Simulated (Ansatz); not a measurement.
Which YAML input does this script hand to the engine? (Ansatz 0.2.0, Python API)

`opt_c2h4alno.py`
```python
"""Relax the C2H4AlNO molecule."""

import ansatz
from ase import Atoms
import numpy as np
import pandas as pd

atoms = Atoms(["N", "C", "C", "O", "Al", "H", "H", "H", "H"], positions=[
    (0.2366, 1.8197, -1.3011),
    (0.7299, 0.7844, -0.9217),
    (1.2627, -0.3207, -0.5309),
    (0.7491, -1.184, 0.381),
    (-1.0118, -0.9833, 1.1553),
    (-0.7586, 2.1436, -0.9626),
    (2.3035, -0.5727, -0.8905),
    (-1.8574, 0.3278, 0.8249),
    (-1.5655, -2.061, 2.2286),
])
system = ansatz.Crystal.molecule_from_ase(atoms)

job = system.calculation().basis(gaussian="cc-pVDZ").functional("cam_b3lyp")
symbols = [site.symbol for site in system.cartesian_sites]
start = np.array([site.position_ang for site in system.cartesian_sites], dtype=float)
r = job.relax(force_tolerance=0.02).run(threads=1).report
end = np.array(r["positions_ang"])

print(f"E = {r['free_energy_ev']:.6f} eV = {r['free_energy_ev'] / 27.211386246:.7f} Ha")
print("converged:", r["converged"], " doubts:", r["published_state_doubts"] or "none")

print("final positions (A) and the move of each atom")
for symbol, xyz, old in zip(symbols, end, start):
    print(f"{symbol:2s} {xyz[0]:10.5f} {xyz[1]:10.5f} {xyz[2]:10.5f}   {np.linalg.norm(xyz - old):7.4f}")

charges = r["charge_distribution"]
table = pd.DataFrame({"atom": symbols, "mulliken": charges["mulliken_charges_e"], "lowdin": charges["lowdin_charges_e"]})
print(table.round(3).to_string())
print("dipole (e A):", np.round(charges["dipole_moment_e_ang"], 4) + 0.0)
```

Output of `python opt_c2h4alno.py`:
```text
E = -12269.532654 eV = -450.8970084 Ha
converged: True  doubts: none
final positions (A) and the move of each atom
N     0.48629    2.16743   -0.98526    0.5320
C     0.71817    0.97083   -0.79399    0.2263
C     1.07019   -0.26498   -0.49669    0.2033
O     0.49551   -1.03045    0.47687    0.3116
Al   -1.03283   -1.11676    1.28465    0.1870
H    -0.23789    2.32408   -1.70089    0.9213
H     1.88488   -0.73758   -1.04977    0.4773
H    -2.20191   -0.15842    0.82429    0.5959
H    -1.09392   -2.20036    2.42379    0.5291
  atom  mulliken  lowdin
0    N    -0.137   0.204
1    C    -0.038  -0.210
2    C     0.127  -0.191
3    O    -0.445   0.219
4   Al     0.543   0.089
5    H     0.123   0.015
6    H     0.039   0.023
7    H    -0.113  -0.078
8    H    -0.100  -0.071
dipole (e A): [-0.2843 -0.1219 -0.2015]
```

`input.yaml`:
```yaml
crystal:
  periodic: [false, false, false]
  atoms:
    - { symbol: "N", position_ang: [0.2366, 1.8197, -1.3011] }
    - { symbol: C, position_ang: [0.7299, 0.7844, -0.9217] }
    - { symbol: C, position_ang: [1.2627, -0.3207, -0.5309] }
    - { symbol: O, position_ang: [0.7491, -1.184, 0.381] }
    - { symbol: Al, position_ang: [-1.0118, -0.9833, 1.1553] }
    - { symbol: H, position_ang: [-0.7586, 2.1436, -0.9626] }
    - { symbol: H, position_ang: [2.3035, -0.5727, -0.8905] }
    - { symbol: H, position_ang: [-1.8574, 0.3278, 0.8249] }
    - { symbol: H, position_ang: [-1.5655, -2.061, 2.2286] }
basis:
  gaussian:
    orbitals: cc-pVDZ
hamiltonian:
  xc: cam_b3lyp
relax:
  f_tol: 0.02
```

Total energies depend on the basis set; only differences at equal settings carry meaning. The end point is the stationary point reached from this start; no frequency run checks that it is a minimum, and the basis set is modest. The Löwdin charges here are taken after orthogonalising the functions within each atom; they differ from plain Löwdin charges, and their signs can be unphysical. Run time: 110 s on 1 thread of Arm Neoverse V1 (shared host), peak memory 0.33 GiB.
